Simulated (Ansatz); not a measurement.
# CH6BBrSi: one species, many methods

How much do the methods differ for CH6BBrSi? The plan is to run it at one geometry with functionals of several rungs and with coupled cluster, and see how far each lands from CCSD(T) at the basis-set limit for the atomisation energy.

Computed with Ansatz 0.2.0, Gaussian basis. Level: functionals in def2-TZVPP, the program's frozen cores in correlated methods.

Plan: PBE-D4, r2SCAN-D4, PBE0-D4, B3LYP-D4, ωB97X-V, ωB97M-V, B2PLYP; CCSD(T)/def2-TZVPP; MP2/def2-QZVPP; extrapolation to the limit.

### Step 1. The geometry

The geometry comes from an earlier relaxation with PBE0-D4 in a triple-zeta def2 set; it is a stationary point, not always the lowest conformer.

SMILES `BC([SiH3])Br`, 10 atoms, charge 0, spin multiplicity 1.

Atoms are counted from 1 here; the program's logs count them from 0.

Bond lengths: B1–C2 1.529 Å, B1–H5 1.193 Å, B1–H6 1.198 Å, C2–Si3 1.909 Å, C2–Br4 1.953 Å, C2–H7 1.092 Å, Si3–H8 1.481 Å, Si3–H9 1.487 Å, Si3–H10 1.482 Å. Angles: C2–B1–H5 122.0°, C2–B1–H6 117.5°, H5–B1–H6 120.3°, B1–C2–Si3 106.7°, B1–C2–Br4 116.4°, B1–C2–H7 114.8°, Si3–C2–Br4 105.4°, Si3–C2–H7 105.2°, Br4–C2–H7 107.2°, C2–Si3–H8 107.7°, C2–Si3–H9 109.5°, C2–Si3–H10 109.5°, H8–Si3–H9 109.9°, H8–Si3–H10 110.5°, H9–Si3–H10 109.7°.

### Step 2. PBE-D4 (GGA)

The input, in.yaml:

```yaml
crystal:
  periodic: [false, false, false]
  atoms:
    - {symbol: B, position_ang: [-0.692793, 1.298943, -0.444317]}
    - {symbol: C, position_ang: [-0.661044, -0.225552, -0.329257]}
    - {symbol: Si, position_ang: [0.903882, -0.669365, 0.670679]}
    - {symbol: Br, position_ang: [-0.506149, -1.220405, -2.002648]}
    - {symbol: H, position_ang: [-0.274138, 1.869465, -1.404380]}
    - {symbol: H, position_ang: [-1.075141, 1.917536, 0.507580]}
    - {symbol: H, position_ang: [-1.492100, -0.661078, 0.230099]}
    - {symbol: H, position_ang: [0.961074, -2.145149, 0.785334]}
    - {symbol: H, position_ang: [0.816903, -0.059178, 2.023721]}
    - {symbol: H, position_ang: [2.102606, -0.156417, -0.033910]}
basis:
  gaussian: {orbitals: def2-TZVPP}
hamiltonian: {xc: pbe, dispersion: d4}
output: {forces: true, orbitals: {seedname: orbitals}}
```

Started as:

```bash
$ ansatz run in.yaml --threads 4 --pin off --events-out ev --progress --plain --max-ram 10444MiB
```

The runs that follow: r2SCAN-D4 (meta-GGA); PBE0-D4 (hybrid); B3LYP-D4 (hybrid); ωB97X-V (range-separated); ωB97M-V (range-separated); B2PLYP (double hybrid); CCSD(T) in def2-TZVPP; MP2 in def2-QZVPP.

**Question.** What will the summary of the whole plan be? Wanted: atomisation energy, CCSD(T)/CBS; farthest; mean size of error, hybrid; mean size of error, range-separated; gap, smallest and largest; T1 diagnostic; triples share of the correlation energy.

**Answer**, as computed:

| quantity | value |
| --- | --- |
| atomisation energy, CCSD(T)/CBS | 3213.2 kJ/mol |
| functionals within 32.1 kJ/mol (1.0 %) | PBE-D4, r2SCAN-D4, PBE0-D4, B3LYP-D4, ωB97X-V, ωB97M-V |
| farthest | B2PLYP (-37.5 kJ/mol) |
| mean size of error, hybrid | 1.2 kJ/mol |
| mean size of error, range-separated | 10.1 kJ/mol |
| gap, smallest and largest | 3.70 eV (PBE-D4), 10.39 eV (ωB97X-V) |
| T1 diagnostic | 0.0101 |
| triples share of the correlation energy | 3.6 % |

In words: PBE-D4 misses by +20.3 kJ/mol. Double hybrids carry the basis error of their MP2 part in triple zeta, and no dispersion term here, so their miss is partly the set-up's. Misses under about 32.1 kJ/mol are within the doubt on the reference itself, which lacks core-valence correlation, relativity and higher excitations, and its outer-core shells are covered unevenly. All levels share the lack of spin-orbit coupling, which lowers the free heavy atoms and so the true binding. Hartree-Fock recovers 76 % of the binding; the rest is correlation. The gap grows from 3.7 to 10.4 eV across the functionals, mostly with the share of exact exchange. Correlated methods include outer-core shells of Br, which these sets cover unevenly.
